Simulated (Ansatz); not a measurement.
**BFH3NSe: one species, many methods**

One table from this session's results is given with a row withheld; the runs are named, their logs left out.

The runs use Ansatz 0.2.0, Gaussian basis; functionals in def2-TZVPP, the program's frozen cores in correlated methods.

Levels to be run: LDA (SPW92), PBE-D4, revPBE-D4, BLYP-D4, r2SCAN-D4, B97M-V, PBE0-D4, B3LYP-D4, r2SCANh-D4, r2SCAN0-D4, HSE06-D4, BHLYP-D4, CAM-B3LYP-D4, LC-ωPBE, ωB97X-V, ωB97M-V, B2PLYP, PBE-QIDH; CCSD(T)/def2-SVP; CCSD(T)/def2-TZVPP; MP2/def2-QZVPP; extrapolation to the limit; RPA on PBE.

### Structure used throughout

An earlier PBE0-D4 in a triple-zeta def2 set relaxation fixed the geometry.

SMILES `NB(F)[SeH]`, 7 atoms, charge 0, spin multiplicity 1.

Atoms are counted from 1 here; the program's logs count them from 0.

Bond lengths: N1–B2 1.392 Å, N1–H5 1.003 Å, N1–H6 1.006 Å, B2–F3 1.335 Å, B2–Se4 1.968 Å, Se4–H7 1.465 Å. Angles: B2–N1–H5 124.0°, B2–N1–H6 121.4°, H5–N1–H6 114.6°, N1–B2–F3 119.3°, N1–B2–Se4 121.3°, F3–B2–Se4 119.3°, B2–Se4–H7 93.2°.

The first run:

in.yaml reads:

```yaml
crystal:
  periodic: [false, false, false]
  atoms:
    - {symbol: N, position_ang: [-0.555520, 0.680660, 0.839843]}
    - {symbol: B, position_ang: [0.205446, -0.192809, 0.067289]}
    - {symbol: F, position_ang: [1.102402, -0.981814, 0.663935]}
    - {symbol: Se, position_ang: [-0.014719, -0.287876, -1.885554]}
    - {symbol: H, position_ang: [-1.246714, 1.303646, 0.464595]}
    - {symbol: H, position_ang: [-0.444839, 0.729865, 1.838357]}
    - {symbol: H, position_ang: [1.015245, -1.319670, -2.034265]}
basis:
  gaussian: {orbitals: def2-TZVPP}
hamiltonian: {xc: lda}
output: {orbitals: {seedname: orbitals}}
```

Command:

```sh
$ ansatz run in.yaml --threads 2 --pin off --events-out ev --progress --plain --max-ram 4352MiB
```

Steps of the session up to this table: LDA; PBE-D4 (GGA); revPBE-D4 (GGA); BLYP-D4 (GGA); r2SCAN-D4 (meta-GGA); B97M-V (meta-GGA); B3LYP-D4 (hybrid); r2SCANh-D4 (hybrid); r2SCAN0-D4 (hybrid); HSE06-D4 (hybrid); BHLYP-D4 (hybrid); CAM-B3LYP-D4 (range-separated); LC-ωPBE (range-separated); ωB97X-V (range-separated); ωB97M-V (range-separated); B2PLYP (double hybrid); PBE-QIDH (double hybrid).

One of the session's tables, all rows but one given; the rest of the session is left out.

It belongs to the step «Frontier levels by functional». 

```
  functional  HOMO (eV)  gap (eV)
 LDA (SPW92)      -5.97      5.13
      PBE-D4      -5.81      5.14
   revPBE-D4      -5.76      5.16
     BLYP-D4      -5.65      5.00
   r2SCAN-D4      -6.11      5.82
      B97M-V      -6.14      5.66
     PBE0-D4      -6.99      7.18
    B3LYP-D4      -6.75      6.62
  r2SCANh-D4      -6.54      6.55
  r2SCAN0-D4      -7.19      7.64
    HSE06-D4      -6.59      6.41
    BHLYP-D4      -8.01      8.93
CAM-B3LYP-D4          ?         ?
     LC-ωPBE      -9.64     12.01
     ωB97X-V      -9.29     11.45
     ωB97M-V      -9.15     10.94
```

Q: Estimate the row for CAM-B3LYP-D4 from the others.

The run gave: HOMO (eV): -8.28; gap (eV): 9.35. In the column «HOMO (eV)» it lies between ωB97M-V (-9.15) and BHLYP-D4 (-8.01).
